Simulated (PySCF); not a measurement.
# [PbOF]+: other functionals and bases at one geometry

An exercise on one series of results from a longer session: the logs are not shown, and one member is left open.

Program: PySCF 2.14.0. Level of theory: several levels, as the steps say, no spin–orbit coupling. These are calculated values, not measurements.

1 further run of the same task is left out (for a known fault of the program).

### The starting structure

3 atoms, charge 1, spin multiplicity 1.

Bond lengths: Pb1–O2 1.902 Å, Pb1–F3 1.962 Å. Angles: O2–Pb1–F3 179.8°.

Coordinates:

| atom | x (Å) | y (Å) | z (Å) |
| --- | --- | --- | --- |
| Pb1 | -0.0188 | 0.0000 | 0.3677 |
| O2 | 1.8830 | 0.0000 | 0.3257 |
| F3 | -1.9803 | 0.0000 | 0.4162 |

Formal oxidation states: Pb +4. An earlier session relaxed this geometry at PBE0, Pb def2-SVP with ECP60, O def2-SVP, F def2-SVP (singlet, point group C∞v).

At PBE0 on the finer grid: E = -367.185467 Eh, HOMO -15.90 eV, LUMO -11.62 eV, Mulliken charge on Pb1 +1.52 e, largest force component 0.021 eV/Å. 

Levels to run: revPBE; PBE; PBE0, TZVP. Hardware: 2 threads of Arm Neoverse V2, shared host.

Set-up of the first run:

Input file run.py (the lines that set the calculation):

```python
mol = gto.M(atom='''
Pb    -0.01884     0.00000     0.36767
O      1.88301     0.00000     0.32574
F     -1.98032     0.00000     0.41624''',
    basis={'Pb': 'def2-SVP', 'O': 'def2-SVP', 'F': 'def2-SVP'},
    ecp={'Pb': 'def2-SVP'},
    charge=1, spin=0)
mf = dft.RKS(mol, xc='PBE_R,PBE')
mf.grids.atom_grid = (75, 302)
mf = mf.density_fit()  # fitting sets: Pb def2-universal-JKFIT, O def2-universal-JKFIT, F def2-universal-JKFIT
mf.conv_tol = 1e-08; mf.max_cycle = 55
mf.kernel(dm0)  # dm0: the density of the relaxed state
```

Started as:

```bash
OMP_NUM_THREADS=2 python run.py
```

Among the steps run: revPBE; PBE; PBE0, TZVP.

One table of the session follows, with a row left open; its other results are not shown here.

| level | HOMO (eV) | gap (eV) | charge on Pb1 (e) | dipole (D) | largest force component (eV/Å) |
| --- | --- | --- | --- | --- | --- |
| PBE0 (relaxed here) | -15.90 | 4.28 | 1.52 | 0.63 | 0.02 |
| revPBE | -14.12 | 1.54 | 1.41 | 0.73 | 0.92 |
| PBE | ? | ? | ? | ? | ? |
| PBE0, TZVP | -15.88 | 4.38 | 1.54 | 0.62 | 1.35 |

Q: Estimate the row for PBE from the others.

As computed: HOMO (eV): -14.21; gap (eV): 1.51; charge on Pb1 (e): 1.39; dipole (D): 0.73; largest force component (eV/Å): 0.70. In the column «HOMO (eV)» it lies between PBE0, TZVP (-15.88) and revPBE (-14.12).

The dipole of a charged species depends on the origin, so these sizes hold for this origin alone.

In one basis the HOMO–LUMO gap runs from 1.51 eV (PBE) to 4.28 eV (PBE0). The largest leftover force, 1.35 eV/Å with PBE0, TZVP, stands at a geometry relaxed at another level. Total energies of different levels can't be compared.
